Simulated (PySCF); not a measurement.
# ZnCl: bond curves at several levels of theory

The task here is to estimate one member of a computed series from the others.

Computed with PySCF 2.14.0. Level: Zn pcseg-1, Cl pcseg-1, no relativity.

The first run:

The job is set up so:

```json
{"atoms": "Zn, Cl", "charge": "0", "basis": "Zn pcseg-1, Cl pcseg-1", "Hamiltonian": "no relativity", "basis functions": "49", "electrons treated": "47", "masses in u": "63.9291, 34.9689", "levels": "PBE0, PBE, r²SCAN, TPSS, B97-3, M06-L, HF, MP2, SCS-MP2, CCSD, CCSD(T)", "grid": "80 radial by 434 angular points", "occupations": "held fixed by the projection of orbital angular momentum", "dissociation limit": "Zn + Cl, each in its ground configuration", "starting distance in angstrom": "2.160", "values of 2S to try": "1, 3"}
```

Started as:

```bash
$ OMP_NUM_THREADS=1 python dia.py task.json out
```

Among the steps run: Input; PBE0 along the bond; PBE; r²SCAN (meta-GGA); TPSS; B97-3 (global hybrid GGA); M06-L; UHF; Adding correlation.

One table of the session follows, with a row left open; its other results are not shown here.

Energy (eV) from each level's lowest point:

```
R (Å)    UHF  UHF-MP2  UHF-SCS-MP2  UHF-CCSD  UHF-CCSD(T)
1.877  1.039    0.786        0.838       n/a          n/a
1.964  0.477    0.307        0.342     0.359        0.351
2.051  0.163    0.068        0.087     0.096        0.092
2.116  0.045    0.000        0.008     0.012        0.011
2.182  0.000    0.002        0.000     0.000        0.000
2.248  0.011    0.056        0.045     0.041        0.042
2.335  0.090    0.185        0.162     0.152        0.154
2.444      ?        ?            ?         ?            ?
2.575  0.509    0.707        0.658     0.631        0.631
2.749  0.883    1.125        1.062       n/a          n/a
```

Q: Estimate the row for R (Å) = 2.444 from the others.

Worked estimate for «UHF». A straight line through the neighbours (2.335, 0.090) and (2.575, 0.509) gives 0.090 + (0.509 − 0.090) × (2.444 − 2.335) / (2.575 − 2.335) = 0.280; a parabola fitted to 4 rows on both sides gives 0.264.

**Answer.** UHF: 0.255; UHF-MP2: 0.403; UHF-SCS-MP2: 0.367; UHF-CCSD: 0.351; UHF-CCSD(T): 0.353. In «UHF» the line misses by +0.025 and the parabola by +0.009.
